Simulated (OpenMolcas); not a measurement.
# SiNH2F2 (SMILES [NH][SiH](F)F), step by step

Wanted: a single-point energy (ROHF/ANO-RCC-MB), then a single-point energy (CASSCF(3,3)/ANO-RCC-VDZP), then the energy along one coordinate (CASPT2(3,3)/ANO-RCC-VDZP), then the energy along one coordinate (SC-NEVPT2(3,3)/ANO-RCC-VDZP), then the energy along one coordinate (MC-PDFT[tPBE](3,3)/ANO-RCC-VDZP) of SiNH2F2. 

The calculation is run with OpenMolcas 26.06.

## Step 1: The structure to begin with

The species is SiNH2F2 (6 atoms), meant as a doublet with charge 0. As SMILES, `[NH][SiH](F)F`. The shape is that of a PBE0-D4/def2-TZVP optimisation. This is one conformer, not always the lowest.

Bond lengths: N1–Si2 1.727 Å, Si2–F3 1.580 Å, Si2–F4 1.587 Å, N1–H5 1.021 Å, Si2–H6 1.473 Å. Angles: N1–Si2–F3 107.9°, N1–Si2–F4 114.0°, F3–Si2–F4 106.4°, N1–Si2–H6 109.2°, F3–Si2–H6 109.9°, F4–Si2–H6 109.3°, Si2–N1–H5 116.5°.

## Step 2: A single-point energy at ROHF/ANO-RCC-MB (DKH2) (run 1)

File struct.xyz:

```xyz
6

N     -0.025400     1.001700    -0.903700
Si     0.188000    -0.244900     0.273000
F      1.578700    -0.941400    -0.004700
F     -0.908600    -1.390200     0.207400
H     -0.977800     1.156700    -1.236500
H      0.187200     0.354100     1.618300
```

File step1.input:

```
&GATEWAY
 COORD=struct.xyz
 BASIS=ANO-RCC-MB
 GROUP=NoSym

&SEWARD

&SCF
 UHF
 SPIN=2
 PRORBITALS=0

&RASSCF
 FILEORB=$Project.UnaOrb
 SPIN=2
 NACTEL=1 0 0
 INACTIVE=20
 RAS2=1
 OUTORBITALS=Canonical
 ORBLISTING=Nothing
```

On the command line:

```
export MOLCAS_MEM=1860
pymolcas step1.input > step1.log
```

Standard output:

```text
--- Start Module: gateway ---
[...]
--- Stop Module: gateway /rc=_RC_ALL_IS_WELL_ ---
[...]
      Basis functions           26
[...]
--- Start Module: scf ---
[...]
       Convergence after  15 Iterations
[...]
::    Total SCF energy                               -544.0588637748
[...]
      Total spin, S                                     0.5037633994
[...]
--- Stop Module: scf /rc=_RC_ALL_IS_WELL_ ---
[...]
--- Start Module: rasscf ---
[...]
      Number of active orbitals                  1
[...]
      Spin quantum number                      0.5
[...]
      Active orbitals                            1
[...]
      Number of CSFs                             1
[...]
      Number of root(s) required                 1
[...]
      Convergence after  7 iterations
[...]
      printout of CI-coefficients larger than  0.05 for root  1
      energy=    -544.056772
      conf/sym  1     Coeff  Weight
             1  u   1.00000 1.00000
      Natural orbitals and occupation numbers for root  1
      sym 1:   1.000000
      ************************************************************************************************************************
      *                                                    Final results                                                     *
[...]
::    RASSCF root number  1 Total energy:   -544.05677174
[...]
      Total electronic charge=   41.000000
      Total            charge=   -0.000000
[...]
      Dipole Moment (debye):
      Origin of the operator (angstrom)=    0.2054   -0.4342   -0.0095
                   X= -1.7021E+00               Y=  1.6036E+00               Z=  4.3139E-01           Total=  2.3780E+00
      Quadrupole Moment (debye*angstrom):
[...]
--- Stop Module: rasscf /rc=_RC_ALL_IS_WELL_ ---
[...]
```

Wall time 4.2 s (1 thread of Intel Xeon Platinum 8375C at 2.90GHz (Ice Lake), shared host); peak memory 0.38 GiB.

## Step 3: A single-point energy at CASSCF(3,3)/ANO-RCC-VDZP (DKH2) (run 2)

struct.xyz is that of step 2.

File step2.input:

```
&gateway
  coord=struct.xyz
  basis=ANO-RCC-MB
  group=NoSym

&seward

&rasscf
  fileorb=$CurrDir/step1.RasOrb
  alter=2
  1 11 20
  1 22 26
  spin=2
  nactel=3 0 0
  inactive=19
  ras2=3
  orblisting=Nothing
>>> COPY $Project.RunFile RUNFIL1
>>> COPY $Project.RasOrb INPORB

&gateway
  coord=struct.xyz
  basis=ANO-RCC-VDZP
  group=NoSym

&seward
>>> COPY $Project.RunFile RUNFIL2

&expbas

&rasscf
  fileorb=$Project.ExpOrb
  spin=2
  nactel=3 0 0
  inactive=19
  ras2=3
  orblisting=Nothing
  orbappear=Compact
```

On the command line:

```
export MOLCAS_MEM=1860
pymolcas step2.input > step2.log
```

Standard output:

```text
--- Start Module: gateway ---
[...]
--- Stop Module: gateway /rc=_RC_ALL_IS_WELL_ ---
[...]
      Basis functions           26
[...]
      Number of active orbitals                  3
[...]
      Spin quantum number                      0.5
[...]
      Active orbitals                            3
[...]
      Number of CSFs                             8
[...]
      Number of root(s) required                 1
[...]
      Convergence after 16 iterations
[...]
      printout of CI-coefficients larger than  0.05 for root  1
      energy=    -544.074778
      conf/sym  111     Coeff  Weight
             1  2u0   0.99398 0.98800
             8  0u2   0.09784 0.00957
      Natural orbitals and occupation numbers for root  1
      sym 1:   1.978426   1.000000   0.021574
      ************************************************************************************************************************
      *                                                    Final results                                                     *
[...]
::    RASSCF root number  1 Total energy:   -544.07477822
[...]
      Basis functions           70
[...]
--- Start Module: expbas ---
[...]
--- Stop Module: expbas /rc=_RC_ALL_IS_WELL_ ---
--- Start Module: rasscf ---
[...]
      Convergence after 15 iterations
[...]
      Natural orbitals and occupation numbers for root  1
      sym 1:   1.980665   1.000000   0.019335
      ************************************************************************************************************************
      *                                                    Final results                                                     *
[...]
::    RASSCF root number  1 Total energy:   -544.45433498
[...]
      Total electronic charge=   41.000000
      Total            charge=   -0.000000
[...]
      Dipole Moment (debye):
      Origin of the operator (angstrom)=    0.2054   -0.4342   -0.0095
                   X= -1.6726E+00               Y=  1.4015E+00               Z=  4.3738E-01           Total=  2.2255E+00
      Quadrupole Moment (debye*angstrom):
[...]
--- Stop Module: rasscf /rc=_RC_ALL_IS_WELL_ ---
[...]
```

It took 16 s on 1 thread of Intel Xeon Platinum 8375C at 2.90GHz (Ice Lake), shared host; peak memory 0.44 GiB.

## Step 4: An energy scan at CASPT2(3,3)/ANO-RCC-VDZP (DKH2, ipea shift 0.25 Eh, pt2 variant SS) (run 3)

File step3.input:

```
* F2H2NSi CASPT2
>>> COPY $CurrDir/step2.RasOrb $Project.RasOrb
>>> ForEach K in (1, 2, 3, 4, 5, 6, 7, 8, 9)

&GATEWAY
  COORD
  $CurrDir/point$K.xyz
  BASIS
  ANO-RCC-VDZP
  GROUP
  NoSym

&SEWARD

&RASSCF
  FILEORB
  $Project.RasOrb
  SPIN
  2
  NACTEL
  3 0 0
  INACTIVE
  19
  RAS2
  3
  ORBLISTING
  Nothing
  ORBAPPEAR
  Compact

&CASPT2
  IMAGINARY
  0.2
  FROZEN
  8
>>> EndDo
```

On the command line:

```
export MOLCAS_MEM=1860
pymolcas step3.input > step3.log
```

Standard output:

```text
[...]
      Basis functions           70
[...]
      Number of active orbitals                  3
[...]
      Spin quantum number                      0.5
[...]
      Active orbitals                            3
[...]
      Number of CSFs                             8
[...]
      Number of root(s) required                 1
[...]
      Convergence after 12 iterations
[...]
      printout of CI-coefficients larger than  0.05 for root  1
      energy=    -544.443108
      conf/sym  111     Coeff  Weight
             1  2u0   0.99644 0.99289
             8  0u2   0.07809 0.00610
      Natural orbitals and occupation numbers for root  1
      sym 1:   1.986795   1.000000   0.013205
      ************************************************************************************************************************
      *                                                    Final results                                                     *
[...]
::    RASSCF root number  1 Total energy:   -544.44310822
[...]
      E2 (Variational):          -0.6060531771
[...]
::    CASPT2 Root  1     Total energy:   -545.04916140
[...]
      Convergence after 12 iterations
[...]
      Natural orbitals and occupation numbers for root  1
      sym 1:   1.980646   1.000000   0.019354
      ************************************************************************************************************************
      *                                                    Final results                                                     *
[...]
      Convergence after 16 iterations
[...]
      Natural orbitals and occupation numbers for root  1
      sym 1:   1.789780   0.999999   0.210222
      ************************************************************************************************************************
      *                                                    Final results                                                     *
[...]
      Convergence after 15 iterations
[...]
      Natural orbitals and occupation numbers for root  1
      sym 1:   1.569011   0.999999   0.430990
      ************************************************************************************************************************
      *                                                    Final results                                                     *
[...]
      Convergence after 11 iterations
[...]
::    RASSCF root number  1 Total energy:   -544.31639216
[...]
::    CASPT2 Root  1     Total energy:   -544.90499535
[...]
      Convergence after 10 iterations
[...]
::    RASSCF root number  1 Total energy:   -544.31407859
[...]
      E2 (Variational):          -0.5865884135
[...]
::    CASPT2 Root  1     Total energy:   -544.90066700
[...]
```

Wall time 1.8 min (1 thread of Intel Xeon Platinum 8375C at 2.90GHz (Ice Lake), shared host); peak memory 0.44 GiB.

The scan, from its lowest point:

| H5–N1 (Å) | energy (kJ/mol) |
| --- | --- |
| 0.919 | 29.3 |
| 1.021 | 0.0 |
| 1.123 | 15.6 |
| 1.276 | 77.2 |
| 1.480 | 177.5 |
| 1.735 | 286.0 |
| 2.041 | 367.3 |
| 2.450 | 407.8 |
| 3.062 | 419.2 |

## Step 5: An energy scan at SC-NEVPT2(3,3)/ANO-RCC-VDZP (DKH2, pt2 variant SC-NEVPT2) (run 4)

File step4.inp:

```
* F2H2NSi NEVPT2
>>> EXPORT MOLCAS_PRINT=2
>>> COPY $CurrDir/step2.RasOrb $Project.RasOrb
>>> ForEach K in (1, 2, 3, 4, 5, 6, 7, 8, 9)
&GATEWAY
COORD = $CurrDir/point$K.xyz
BASIS = ANO-RCC-VDZP
GROUP = NoSym
&SEWARD
&RASSCF
FILEORB = $Project.RasOrb
SPIN = 2
NACTEL = 3 0 0
INACTIVE = 19
RAS2 = 3
ORBLISTING = Nothing
ORBAPPEAR = Compact
&CASPT2
SC-NEVPT2
FROZEN = 8
>>> EndDo
```

On the command line:

```
export MOLCAS_MEM=1860
pymolcas step4.inp > step4.log
```

Standard output:

```text
[...]
      Basis functions           70
[...]
      Number of active orbitals                  3
[...]
      Spin quantum number                      0.5
[...]
      Active orbitals                            3
[...]
      Number of CSFs                             8
[...]
      Number of root(s) required                 1
[...]
      Convergence after 12 iterations
[...]
      printout of CI-coefficients larger than  0.05 for root  1
      energy=    -544.443108
      conf/sym  111     Coeff  Weight
             1  2u0   0.99644 0.99289
             8  0u2   0.07809 0.00610
      Natural orbitals and occupation numbers for root  1
      sym 1:   1.986795   1.000000   0.013205
      ************************************************************************************************************************
      *                                                    Final results                                                     *
[...]
::    RASSCF root number  1 Total energy:   -544.44310822
[...]
      E2 (Variational):          -0.6022952332
[...]
::    SC-NEVPT2 Root  1     Total energy:   -545.04447088
[...]
      Convergence after 12 iterations
[...]
      Natural orbitals and occupation numbers for root  1
      sym 1:   1.980646   1.000000   0.019354
      ************************************************************************************************************************
      *                                                    Final results                                                     *
[...]
      Convergence after 16 iterations
[...]
      Natural orbitals and occupation numbers for root  1
      sym 1:   1.789780   0.999999   0.210222
      ************************************************************************************************************************
      *                                                    Final results                                                     *
[...]
      Convergence after 15 iterations
[...]
      Natural orbitals and occupation numbers for root  1
      sym 1:   1.569011   0.999999   0.430990
      ************************************************************************************************************************
      *                                                    Final results                                                     *
[...]
      Convergence after 11 iterations
[...]
::    RASSCF root number  1 Total energy:   -544.31639216
[...]
::    SC-NEVPT2 Root  1     Total energy:   -544.89971126
[...]
      Convergence after 10 iterations
[...]
::    RASSCF root number  1 Total energy:   -544.31407859
[...]
      Reference weight:           0.86379
[...]
::    SC-NEVPT2 Root  1     Total energy:   -544.89573256
[...]
```

Wall time 1.8 min (1 thread of Intel Xeon Platinum 8375C at 2.90GHz (Ice Lake), shared host); peak memory 0.44 GiB.

The scan, from its lowest point:

| H5–N1 (Å) | energy (kJ/mol) |
| --- | --- |
| 0.919 | 30.9 |
| 1.021 | 0.0 |
| 1.123 | 14.3 |
| 1.276 | 74.8 |
| 1.480 | 175.7 |
| 1.735 | 286.9 |
| 2.041 | 370.6 |
| 2.450 | 411.0 |
| 3.062 | 421.4 |

## Step 6: An energy scan at MC-PDFT[tPBE](3,3)/ANO-RCC-VDZP (DKH2) (run 5)

File step5.input:

```
>>> EXPORT MOLCAS_PRINT=2
>>> COPY $CurrDir/step2.RasOrb $Project.RasOrb
>>> ForEach K in (1, 2, 3, 4, 5, 6, 7, 8, 9)
&GATEWAY
Coord = $CurrDir/point$K.xyz
Basis = ANO-RCC-VDZP
Group = NoSym
&SEWARD
&RASSCF
FileOrb = $Project.RasOrb
Spin = 2
Nactel = 3 0 0
Inactive = 19
Ras2 = 3
OrbListing = Nothing
OrbAppear = Compact
&MCPDFT
KSDFT = T:PBE
>>> EndDo
```

On the command line:

```
export MOLCAS_MEM=1860
pymolcas step5.input > step5.log
```

Standard output:

```text
[...]
      Basis functions           70
[...]
      Number of active orbitals                  3
[...]
      Spin quantum number                      0.5
[...]
      Active orbitals                            3
[...]
      Number of CSFs                             8
[...]
      Number of root(s) required                 1
[...]
      Convergence after 12 iterations
[...]
      printout of CI-coefficients larger than  0.05 for root  1
      energy=    -544.443108
      conf/sym  111     Coeff  Weight
             1  2u0   0.99644 0.99289
             8  0u2   0.07809 0.00610
      Natural orbitals and occupation numbers for root  1
      sym 1:   1.986795   1.000000   0.013205
      ************************************************************************************************************************
      *                                                    Final results                                                     *
[...]
::    RASSCF root number  1 Total energy:   -544.44310822
[...]
::    MCPDFT root number  1 Total energy:   -545.67936354
[...]
      Convergence after 12 iterations
[...]
      Natural orbitals and occupation numbers for root  1
      sym 1:   1.980646   1.000000   0.019354
      ************************************************************************************************************************
      *                                                    Final results                                                     *
[...]
      Convergence after 16 iterations
[...]
      Natural orbitals and occupation numbers for root  1
      sym 1:   1.789780   0.999999   0.210222
      ************************************************************************************************************************
      *                                                    Final results                                                     *
[...]
      Convergence after 15 iterations
[...]
      Natural orbitals and occupation numbers for root  1
      sym 1:   1.569011   0.999999   0.430990
      ************************************************************************************************************************
      *                                                    Final results                                                     *
[...]
      Convergence after 11 iterations
[...]
::    RASSCF root number  1 Total energy:   -544.31639216
[...]
::    MCPDFT root number  1 Total energy:   -545.52427626
[...]
      Convergence after 10 iterations
[...]
::    RASSCF root number  1 Total energy:   -544.31407859
[...]
      Total electronic charge=   41.000000
      Total            charge=   -0.000000
[...]
::    MCPDFT root number  1 Total energy:   -545.51970406
[...]
```

Run time: 1.9 min. Hardware: 1 thread of Intel Xeon Platinum 8375C at 2.90GHz (Ice Lake), shared host; peak memory 0.44 GiB.

The scan, from its lowest point:

| H5–N1 (Å) | energy (kJ/mol) |
| --- | --- |
| 0.919 | 30.3 |
| 1.021 | 0.0 |
| 1.123 | 14.6 |
| 1.276 | 75.2 |
| 1.480 | 177.0 |
| 1.735 | 292.9 |
| 2.041 | 387.4 |
| 2.450 | 437.4 |
| 3.062 | 449.4 |

## Step 7: What came out

| quantity | value |
| --- | --- |
| run 1, ROHF/ANO-RCC-MB: total energy | -544.05677 Eh |
| run 1, ROHF/ANO-RCC-MB: dipole moment | 2.38 D |
| run 2, CASSCF(3,3)/ANO-RCC-VDZP: total energy | -544.45433 Eh |
| run 2, CASSCF(3,3)/ANO-RCC-VDZP: dipole moment (CASSCF density) | 2.23 D |
| run 3, CASPT2(3,3)/ANO-RCC-VDZP: lowest energy of the scan | -545.06034 Eh |
| run 4, SC-NEVPT2(3,3)/ANO-RCC-VDZP: lowest energy of the scan | -545.05625 Eh |
| run 5, MC-PDFT[tPBE](3,3)/ANO-RCC-VDZP: lowest energy of the scan | -545.69089 Eh |

Mulliken charges (run 1, ROHF/ANO-RCC-MB) run from -0.60 on F4 to +1.63 on Si2. Mulliken charges (run 2, CASSCF(3,3)/ANO-RCC-VDZP) run from -0.49 on F4 to +1.34 on Si2; they depend strongly on the basis. The run (run 3, CASPT2(3,3)/ANO-RCC-VDZP) may have ended on a state above the lowest. The run (run 4, SC-NEVPT2(3,3)/ANO-RCC-VDZP) may have ended on a state above the lowest. The run (run 5, MC-PDFT[tPBE](3,3)/ANO-RCC-VDZP) may have ended on a state above the lowest.
